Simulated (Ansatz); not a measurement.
# CH₇BFGaSi: up Jacob's ladder to CCSD(T)

The task here is to estimate one member of a computed series from the others.

Program: Ansatz 0.2.0, Gaussian basis. Level of theory: functionals in def2-TZVPP, the program's frozen cores in correlated methods. These are calculated values, not measurements.

The runs, in order: PBE-D4, r2SCAN-D4, PBE0-D4, B3LYP-D4, ωB97X-V, ωB97M-V, B2PLYP; CCSD(T)/def2-TZVPP; MP2/def2-QZVPP; extrapolation to the limit.

### Structure used throughout

All runs share one geometry, relaxed beforehand with PBE0-D4 in a triple-zeta def2 set.

12 atoms, charge 0, spin multiplicity 1.

Atoms are counted from 1 here; the program's logs count them from 0.

Bond lengths: B1–Ga2 2.068 Å, B1–H6 1.197 Å, B1–H7 1.196 Å, Ga2–C3 2.022 Å, Ga2–H8 1.572 Å, C3–Si4 1.832 Å, C3–H9 1.096 Å, C3–H10 1.093 Å, Si4–F5 1.642 Å, Si4–H11 1.484 Å, Si4–H12 1.484 Å. Angles: Ga2–B1–H6 121.1°, Ga2–B1–H7 121.5°, H6–B1–H7 117.0°, B1–Ga2–C3 110.6°, B1–Ga2–H8 134.5°, C3–Ga2–H8 114.9°, Ga2–C3–Si4 108.0°, Ga2–C3–H9 106.3°, Ga2–C3–H10 110.0°, Si4–C3–H9 112.0°, Si4–C3–H10 112.9°, H9–C3–H10 107.4°, C3–Si4–F5 107.2°, C3–Si4–H11 116.4°, C3–Si4–H12 112.8°, F5–Si4–H11 103.7°, F5–Si4–H12 105.1°, H11–Si4–H12 110.5°.

Set-up of the first run:

The input, in.yaml:

```yaml
crystal:
  periodic: [false, false, false]
  atoms:
    - {symbol: B, position_ang: [-1.864549, -0.882013, -0.004263]}
    - {symbol: Ga, position_ang: [0.034651, -1.501220, 0.530385]}
    - {symbol: C, position_ang: [1.350638, 0.025542, 0.369614]}
    - {symbol: Si, position_ang: [0.521041, 1.397036, -0.516996]}
    - {symbol: F, position_ang: [-1.096090, 1.128931, -0.422812]}
    - {symbol: H, position_ang: [-2.273692, -1.032964, -1.119046]}
    - {symbol: H, position_ang: [-2.645053, -0.485290, 0.811140]}
    - {symbol: H, position_ang: [0.651351, -2.858048, 1.030714]}
    - {symbol: H, position_ang: [1.625150, 0.304469, 1.393028]}
    - {symbol: H, position_ang: [2.260613, -0.315449, -0.130484]}
    - {symbol: H, position_ang: [0.686449, 2.752935, 0.061804]}
    - {symbol: H, position_ang: [0.826492, 1.410872, -1.968985]}
basis:
  gaussian: {orbitals: def2-TZVPP}
hamiltonian: {xc: pbe, dispersion: d4}
output: {forces: true, orbitals: {seedname: orbitals}}
```

Command:

```bash
$ ansatz run in.yaml --threads 4 --pin off --events-out ev --progress --plain --max-ram 10444MiB
```

Steps of the session up to this table: PBE-D4 (GGA); r2SCAN-D4 (meta-GGA); PBE0-D4 (hybrid); B3LYP-D4 (hybrid); ωB97X-V (range-separated); ωB97M-V (range-separated); B2PLYP (double hybrid); CCSD(T) in def2-TZVPP; MP2 in def2-QZVPP.

One of the session's tables, all rows but one given; the rest of the session is left out.

| method | atomisation energy (kcal/mol) |
| --- | --- |
| PBE-D4 | 943.2 |
| r2SCAN-D4 | ? |
| PBE0-D4 | 936.0 |
| B3LYP-D4 | 937.6 |
| ωB97X-V | 946.0 |
| ωB97M-V | 942.4 |
| B2PLYP | 929.3 |
| HF/def2-TZVPP | 716.6 |
| MP2/def2-TZVPP | 932.4 |
| CCSD/def2-TZVPP | 911.8 |
| CCSD(T)/def2-TZVPP | 922.5 |
| MP2/CBS | 952.6 |
| CCSD(T)/CBS | 942.6 |

Estimate the missing values for r2SCAN-D4.

The run gave: atomisation energy (kcal/mol): 946.1. In the column «atomisation energy (kcal/mol)» it lies between ωB97X-V (946.0) and MP2/CBS (952.6).
